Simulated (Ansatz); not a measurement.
Write a Python script for Ansatz 0.2.0, Python API that makes a ladder of methods at one geometry of CH₅BrSeSi, SMILES C[SiH]([SeH])Br. Level of theory (for the species named): PBE0, def2-SVP basis, multiplicity 1. The script varies functional: pbe0, blyp, lda, lc_wpbe, r2scan0.

`ch5brsesi.xyz`
```text
9

C    -0.71310    0.77420   -0.43140
Si   -0.11610   -0.71350    0.40540
Se    1.81830   -0.21650    1.44160
Br    0.31380   -2.31650   -1.12970
H    -0.93130    1.60780    0.29260
H    -1.71690    0.59650   -0.95570
H     0.00720    1.17230   -1.18560
H    -1.05680   -1.15910    1.38890
H     2.48350    0.20850    0.15680
```

`run_methods.py`
```python
'''One geometry of CH5BrSeSi, method by method.'''

from pathlib import Path

import ansatz as az
import numpy as np

mol = az.Crystal.molecule_from_extxyz('ch5brsesi.xyz')

calc = mol.calculation().basis(gaussian='def2-SVP')

print('functional    E (Ha)        dipole (D)   HOMO (eV)  LUMO (eV)')
for name in ['pbe0', 'blyp', 'lda', 'lc_wpbe', 'r2scan0']:
    r = calc.functional(name).forces().orbitals().run(threads=1, runs_dir='runs').report
    lines = Path(r['orbitals_path']).read_text().splitlines()
    field_of = lambda key: [line.split('=')[1].strip() for line in lines if line.startswith(key)]
    orbitals = [(27.211386 * float(e), s, float(n)) for e, s, n in zip(field_of('Ene='), field_of('Spin='), field_of('Occup='))]
    homo = max(e for e, _, n in orbitals if n > 0.5)
    lumo = min(e for e, _, n in orbitals if n < 0.5)
    dipole = 4.803205 * np.linalg.norm(r['charge_distribution']['dipole_moment_e_ang'])
    print(f'{name:10s} {r["free_energy_ev"] / 27.211386246:14.6f} {dipole:9.3f} {homo:11.3f} {lumo:10.3f}')
```

`python run_methods.py` gives:
```text
functional    E (Ha)        dipole (D)   HOMO (eV)  LUMO (eV)
pbe0         -5304.917726     2.033      -7.032     -0.222
blyp         -5305.682104     1.825      -5.588     -0.930
lda          -5297.122840     2.017      -5.919     -1.251
lc_wpbe      -5304.870934     2.128      -9.691      2.055
r2scan0      -5305.590706     2.099      -7.245     -0.104
```

Reading the output:
- The settings weren't tested for convergence.
- The geometry is a force-field or estimated start, not a minimum of this method, and the basis set is short of its limit. A lower total doesn't mark the better method: functionals have no common bound, and MP2 and coupled cluster aren't variational.
- Levels such as HOMO and LUMO are orbital energies: with these approximate functionals they aren't the ionisation energy and electron affinity, and their gap isn't the fundamental gap.
- Hardware and time: 29 s on 1 thread of Arm Neoverse V2, on a shared host, peak memory 0.4 GiB.
